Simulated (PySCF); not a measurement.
# N-Formylpyrrolidine (C₅H₉NO): geometry, NMR shifts, spin-spin couplings and electronic excitations

What NMR shifts, spin-spin couplings and electronic excitations should N-Formylpyrrolidine (C₅H₉NO) (`O=CN1CCCC1`) show?

The runs use PySCF 2.14.0, with density-fitted response routines of our own; the level of theory stands in each step. All values are computed, except where a source is named. Atoms are numbered from 0 throughout.

**1. The starting structure**

16 atoms, charge 0, multiplicity 1; geometry from: GFN2-xTB.

Bonds of the start (Å): O0–C1 1.21, C1–N2 1.34, N2–C3 1.45, C3–C4 1.53, C4–C5 1.53, C5–C6 1.53, C6–N2 1.45, C1–H7 1.11, C3–H8 1.10, C3–H9 1.09, C4–H10 1.09, C4–H11 1.09, C5–H12 1.09, C5–H13 1.09, C6–H14 1.10, C6–H15 1.09.

**2. Optimising the geometry at PBE0-D3(BJ)/def2-SVP**

What the job is given:

```
{"job": {"xc": "PBE0", "basis": "def2-SVP", "d3": "d3bj", "grid": 1, "kind": "geom"}, "charge": 0, "multiplicity": 1}
O      2.723366     1.389458     0.138169
C      2.184962     0.335213    -0.109214
N      0.869761     0.108672    -0.034084
C     -0.074177     1.143075     0.357125
C     -1.431770     0.563436    -0.027530
C     -1.216669    -0.938859     0.155949
C      0.207788    -1.139208    -0.359269
H      2.746190    -0.564462    -0.429187
H     -0.003947     1.316201     1.436818
H      0.167534     2.077419    -0.152803
H     -2.237601     0.952052     0.590665
H     -1.654561     0.784497    -1.072055
H     -1.271423    -1.196382     1.214255
H     -1.940769    -1.541136    -0.388263
H      0.210265    -1.296466    -1.445556
H      0.713451    -1.984567     0.113569
```

**Question.** This job is followed by: GIAO PBE0/pcSseg-1 NMR shielding, non-relativistic, gas phase; B3LYP/pcJ-1 indirect spin-spin coupling, non-relativistic, gas phase; TDDFT B3LYP/def2-SVPD, vertical, gas phase, core orbitals frozen in the response; GIAO wB97X-D/pcSseg-1 NMR shielding, non-relativistic, gas phase. What will the session give for the following? point group; rotational constants (main isotopes); ¹³C shifts against TMS (PBE0/pcSseg-1); ¹H shifts against TMS (PBE0/pcSseg-1, means over atoms taken as alike); ¹⁷O shifts against H2O (PBE0/pcSseg-1); ¹⁵N shifts against NH3 (PBE0/pcSseg-1); largest coupling of the table (B3LYP/pcJ-1); lowest singlet (B3LYP/def2-SVPD); brightest single state of those computed; lowest triplet; vertical ionisation energy (ΔSCF); range of the shift of O0.

The runs gave:

| quantity | value |
| --- | --- |
| point group | C1 |
| rotational constants (main isotopes) | 6.21, 1.96, 1.57 GHz |
| ¹³C shifts against TMS (PBE0/pcSseg-1) | 160.9, 46.1, 44.6, 28.0, 27.4 ppm |
| ¹H shifts against TMS (PBE0/pcSseg-1, means over atoms taken as alike) | 8.24, 3.30, 3.28, 1.75, 1.74 ppm |
| ¹⁷O shifts against H2O (PBE0/pcSseg-1) | 448.5 ppm |
| ¹⁵N shifts against NH3 (PBE0/pcSseg-1) | 144.3 ppm |
| largest coupling of the table (B3LYP/pcJ-1) | ¹J(C,H) C1–H7, 191.6 Hz |
| lowest singlet (B3LYP/def2-SVPD) | 5.46 eV (227 nm), f = 0.002 |
| brightest single state of those computed | state 3, 6.34 eV, f = 0.114 |
| lowest triplet | 4.80 eV |
| vertical ionisation energy (ΔSCF) | 9.02 eV |
| range of the shift of O0 | 440.6 to 448.5 ppm |

**Reading.** Relaxing lowered the energy by 0.030 eV in 2 steps; the close pair that moved most is C1–N2, from 1.337 to 1.351 Å. At PBE0/pcSseg-1: The widest tensor belongs to O0: span 768 ppm, with a paramagnetic part of -513 ppm. In the run at B3LYP/pcJ-1, the largest coupling of the table is C1–H7, 191.6 Hz, of which the Fermi-contact term gives 191.0 Hz. Couplings across rotatable bonds belong to this one conformer; where others are populated, the observed values are averages. The lowest singlet, at 5.46 eV, is HOMO−1→LUMO 0.86, HOMO−1→LUMO+1 0.10 and is weak; of the 10 states computed, the strongest absorption comes from state 3 at 6.34 eV. The lowest triplet lies 0.66 eV below the lowest singlet (triplets in Tamm-Dancoff, singlets in full TDDFT). The orbital energy would give 6.82 eV for ionisation, ΔSCF gives 9.02 eV. In ppm, O0 moves most: its shift spreads over 7.9 ppm, from 440.6 (wB97X-D/pcSseg-1) to 448.5 (PBE0/pcSseg-1).
